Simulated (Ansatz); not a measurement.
# CH7BSSi: up Jacob's ladder to CCSD(T)

How much do the methods differ for CH7BSSi? The plan is to run it at one geometry with functionals of several rungs and with coupled cluster, and see how far each lands from CCSD(T) at the basis-set limit for the atomisation energy.

The runs use Ansatz 0.2.0, Gaussian basis; functionals in def2-TZVPP, the program's frozen cores in correlated methods.

Levels to be run: LDA (SPW92), PBE-D4, revPBE-D4, BLYP-D4, r2SCAN-D4, B97M-V, PBE0-D4, B3LYP-D4, r2SCANh-D4, r2SCAN0-D4, HSE06-D4, BHLYP-D4, CAM-B3LYP-D4, LC-ωPBE, ωB97X-V, ωB97M-V, B2PLYP, PBE-QIDH; CCSD(T)/def2-SVP; CCSD(T)/def2-TZVPP; MP2/def2-QZVPP; extrapolation to the limit; RPA on PBE.

## (1) The relaxed structure

All runs share one geometry, relaxed beforehand with PBE0-D4 in a triple-zeta def2 set.

SMILES `CB([SiH3])S`, 11 atoms, charge 0, spin multiplicity 1.

Atoms are counted from 1 here; the program's logs count them from 0.

Bond lengths: C1–B2 1.563 Å, C1–H5 1.096 Å, C1–H6 1.096 Å, C1–H7 1.093 Å, B2–Si3 2.023 Å, B2–S4 1.775 Å, Si3–H8 1.488 Å, Si3–H9 1.492 Å, Si3–H10 1.492 Å, S4–H11 1.349 Å. Angles: B2–C1–H5 110.0°, B2–C1–H6 109.9°, B2–C1–H7 114.8°, H5–C1–H6 105.2°, H5–C1–H7 108.3°, H6–C1–H7 108.3°, C1–B2–Si3 121.4°, C1–B2–S4 123.6°, Si3–B2–S4 115.0°, B2–Si3–H8 113.3°, B2–Si3–H9 109.9°, B2–Si3–H10 109.9°, H8–Si3–H9 108.2°, H8–Si3–H10 108.2°, H9–Si3–H10 107.2°, B2–S4–H11 99.9°.

Geometry (Å):

```
C    -0.0838    1.1438   -0.9372
B    -0.2511   -0.2498   -0.2489
Si    0.6515   -0.6717    1.5120
S    -1.2269   -1.5694   -0.9263
H     0.9784    1.3520   -1.1096
H    -0.4263    1.9363   -0.2616
H    -0.6131    1.2513   -1.8871
H     0.3681   -2.0473    2.0048
H     0.2071    0.2967    2.5557
H     2.1292   -0.5229    1.3736
H    -1.6678   -0.9762   -2.0548
```

## (2) LDA

This LDA is Slater exchange with PW92 correlation.

Input file in.yaml:

```yaml
crystal:
  periodic: [false, false, false]
  atoms:
    - {symbol: C, position_ang: [-0.083827, 1.143770, -0.937210]}
    - {symbol: B, position_ang: [-0.251057, -0.249821, -0.248905]}
    - {symbol: Si, position_ang: [0.651547, -0.671659, 1.512005]}
    - {symbol: S, position_ang: [-1.226930, -1.569367, -0.926286]}
    - {symbol: H, position_ang: [0.978389, 1.351951, -1.109580]}
    - {symbol: H, position_ang: [-0.426257, 1.936268, -0.261631]}
    - {symbol: H, position_ang: [-0.613061, 1.251341, -1.887070]}
    - {symbol: H, position_ang: [0.368126, -2.047284, 2.004824]}
    - {symbol: H, position_ang: [0.207108, 0.296728, 2.555743]}
    - {symbol: H, position_ang: [2.129189, -0.522913, 1.373630]}
    - {symbol: H, position_ang: [-1.667829, -0.976214, -2.054819]}
basis:
  gaussian: {orbitals: def2-TZVPP}
hamiltonian: {xc: lda}
output: {orbitals: {seedname: orbitals}}
```

On the command line:

```sh
$ ansatz run in.yaml --threads 2 --pin off --events-out ev --progress --plain --max-ram 4352MiB
```

The runs that follow: PBE-D4 (GGA); revPBE-D4 (GGA); BLYP-D4 (GGA); r2SCAN-D4 (meta-GGA); B97M-V (meta-GGA); B3LYP-D4 (hybrid); r2SCANh-D4 (hybrid); r2SCAN0-D4 (hybrid); HSE06-D4 (hybrid); BHLYP-D4 (hybrid); CAM-B3LYP-D4 (range-separated); LC-ωPBE (range-separated); ωB97X-V (range-separated); ωB97M-V (range-separated); B2PLYP (double hybrid); PBE-QIDH (double hybrid); CCSD(T) in def2-SVP; CCSD(T) in def2-TZVPP; MP2 in def2-QZVPP; RPA on PBE orbitals.

Before running them: what should the planned runs give, taken together? Wanted: atomisation energy, CCSD(T)/CBS; farthest beyond LDA; mean size of error, GGA; mean size of error, meta-GGA; mean size of error, hybrid; mean size of error, range-separated; mean size of error, double hybrid; gap, smallest and largest; T1 diagnostic.

The runs gave:

| quantity | value |
| --- | --- |
| atomisation energy, CCSD(T)/CBS | 38.523 eV |
| functionals within 0.193 eV (0.5 %) | BLYP-D4, PBE0-D4, B3LYP-D4, r2SCANh-D4, r2SCAN0-D4, HSE06-D4, PBE-QIDH |
| farthest beyond LDA | B97M-V (+0.501 eV) |
| mean size of error, GGA | 0.288 eV |
| mean size of error, meta-GGA | 0.412 eV |
| mean size of error, hybrid | 0.186 eV |
| mean size of error, range-separated | 0.245 eV |
| mean size of error, double hybrid | 0.236 eV |
| gap, smallest and largest | 4.51 eV (LDA (SPW92)), 11.63 eV (LC-ωPBE) |
| T1 diagnostic | 0.0139 |
| triples share of the correlation energy | 4.0 % |

What this shows: The LDA atomisation energy is off by 4.785 eV (12 %): it overbinds. PBE-D4 is off by +0.427 eV. Double hybrids carry the basis error of their MP2 part in triple zeta, and no dispersion term here, so their miss is partly the set-up's. Taken by rung, hybrid functionals do best (0.186 eV on average) and meta-GGA ones worst beyond LDA (0.412 eV). The gap between the best rungs is small, so their order is not settled. The reference freezes the cores and leaves out relativity and excitations past (T), so misses under about 0.193 eV can't be ranked. Hartree-Fock recovers 77 % of the binding; the rest is correlation. CCSD(T) in def2-SVP is off by -1.876 eV, so the small basis spoils what the method gains. Orbital gaps span 4.5 to 11.6 eV; exact exchange widens them.
